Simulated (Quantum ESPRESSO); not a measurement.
Runs of Quantum ESPRESSO 7.5 on Be4ReS. The structure is cubic, space group F-43m (No. 216). The conventional cell has a = 6.748 Å, b = 6.748 Å, c = 6.748 Å, α = 90.00°, β = 90.00°, γ = 90.00°. Around Be (site symmetry 3m) lie 6 Be at 2.38 to 2.39 Å. Re (site symmetry -43m) is surrounded by 12 Be at 2.80 Å and 4 S at 2.92 Å. Around S (site symmetry -43m) lie 12 Be at 2.80 Å and 4 Re at 2.92 Å. The cell was built by a generator and needn't be a form met in nature.

| task | level | potentials or basis | cell | cutoff (eV) | smearing | form of the LDA correlation | diago david ndim | mixing beta | ASE optimiser | other keys | gap on the mesh (eV) | pressure (GPa) | largest force (eV/Å) |
| --- | --- | --- | --- | --- | --- | --- | --- | --- | --- | --- | --- | --- | --- |
| single point | LDA+D2 | PseudoDojo 0.5 SR PBE stringent | as given | 1442 | gaussian 0.136 eV | PZ81 | 4 | 0.1 | - | diago_david_ndim = 4; mixing_beta = 0.1; verbose = yes | none | -32.4 | 0.72 |
| single point | PBE | SSSP 1.3 efficiency PBE | as given | 748 | fermi-dirac 0.05 eV | - | - | 0.5 | - | - | none | -25.8 | (a) |
| single point | vdW-DF3-opt2 | PseudoDojo 0.5 SR PBE standard | as given | 1225 | fermi-dirac 0.136 eV | - | - | 0.5 | - | - | none | -26.0 | 0.71 |
| relaxation of cell and atoms | PBEsol | JTH 2.0 LDA | relaxed | 490 | fermi-dirac 0.136 eV | - | - | 0.5 | LBFGS | - | none | 0.0 | - |

Alike in all rows: no spin polarisation; k mesh 7 × 7 × 7.

Question: Estimate the missing entries.

Answer: (a) 0.76.

Caveats: the potentials were made for another functional, which shifts forces and pressure (some runs); so large a pressure means that the cell lies far from this level's equilibrium, or that cutoff or potentials fall short (some runs); D2 keeps the scale fitted for PBE (some runs); a pressure of tens of GPa on the cell as given is suspect, and the run, the potentials or the cell itself is likely at fault (some runs); pairwise dispersion overbinds metals, which lowers pressure and volume (some runs); the cutoff is low for these files, which shifts pressure and relaxed volume (some runs).

A k mesh can miss the band edges, and the runs leave out spin-orbit coupling on Re.

A gap of «none» marks a metal or a gap under the smearing width.
